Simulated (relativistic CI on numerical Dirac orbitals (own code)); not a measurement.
**Zr²⁺: 3p photoemission multiplets**

Wanted: the shape of the 3p photoemission spectrum of Zr²⁺ in 4 surroundings, from the same atomic integrals.

The numbers are computed with relativistic CI on numerical Dirac orbitals (own code) version 1 (Dirac-Coulomb-Breit CI, KLI orbitals optimised for each configuration, model QED (radiative potential, 1s self-energy scaled to tabulated hydrogen-like ionisation energies), valence Slater integrals scaled by 0.8, multiplet model of photoemission in the sudden approximation), except any that are marked as measured or tabulated.

## (1) The atom as given

```
ion            : Zr²⁺ (Zr III)
nuclear charge : 40
electrons      : 38
configurations : [Kr] 4d2 → [Ne] 3s2 3p5 3d10 4s2 4p6 4d2
temperature    : 300 K
widths         : Lorentz 1.4 eV, Gauss 0.6 eV
surrounding 1  : free ion
surrounding 2  : D3d, 10Dq = 25900, Dsigma = -1200, Dtau = -300 cm⁻¹
surrounding 3  : D3d, 10Dq = 25900, Dsigma = -720, Dtau = -300 cm⁻¹
surrounding 4  : D3d, 10Dq = 25900, Dsigma = -240, Dtau = -300 cm⁻¹
```

## (2) Surrounding 1: free ion

The run's settings:

```ini
atom Zr  Z=40  charge=2  electrons=38
nucleus A=90  rms_radius_fm=4.2694
hamiltonian dirac-coulomb  breit=on  qed=on  c_scale=1
orbitals kli  potential=per-configuration
slater_scale 0.8
correlation none
mixing on
configurations
  [Kr] 4d2
  [Ne] 3s2 3p5 3d10 4s2 4p6 4d2
end
photoemission 3p T=300 lorentz=1.4 gauss=0.6
crystal_field free
```

## (3) Surrounding 2: D3d, 10Dq = 25900, Dsigma = -1200, Dtau = -300

Settings: those of step 2 with these lines changed.

```diff
@@ -12,2 +12,2 @@
 photoemission 3p T=300 lorentz=1.4 gauss=0.6
-crystal_field free
+crystal_field D3d 10Dq=25900 Dsigma=-1200 Dtau=-300
```

## (4) Surrounding 3: D3d, 10Dq = 25900, Dsigma = -720, Dtau = -300

Settings: those of step 3 with these lines changed.

```diff
@@ -12,2 +12,2 @@
 photoemission 3p T=300 lorentz=1.4 gauss=0.6
-crystal_field D3d 10Dq=25900 Dsigma=-1200 Dtau=-300
+crystal_field D3d 10Dq=25900 Dsigma=-720 Dtau=-300
```

## (5) Surrounding 4: D3d, 10Dq = 25900, Dsigma = -240, Dtau = -300

Settings: those of step 4 with these lines changed.

```diff
@@ -12,2 +12,2 @@
 photoemission 3p T=300 lorentz=1.4 gauss=0.6
-crystal_field D3d 10Dq=25900 Dsigma=-720 Dtau=-300
+crystal_field D3d 10Dq=25900 Dsigma=-240 Dtau=-300
```

(Steps that only read results are left out.)

Before running it: what results should come out? Wanted: highest peak, first run; ground spin.

The runs gave:

| surrounding | ground S | centroid (eV) | spread (eV) | up to four highest peaks (% of the highest), eV |
| --- | --- | --- | --- | --- |
| 1: free | 1.00 | 363.03 | 6.58 | 358.4 (100), 372.4 (52) |
| 2: D3d | 1.00 | 363.11 | 6.55 | 358.4 (100), 372.4 (53) |
| 3: D3d | 1.00 | 363.10 | 6.55 | 358.4 (100), 372.4 (53) |
| 4: D3d | 1.00 | 363.10 | 6.55 | 358.4 (100), 372.4 (53) |

```
                           quantity     value
            highest peak, first run  358.4 eV
ground spin (effective S from ⟨S²⟩)      1.00
```

In words: The highest peak stays in place, within the step of the energy grid, in all surroundings. Energies are those of the free ion without screening by ligands; binding energies in solids differ by tens of eV.
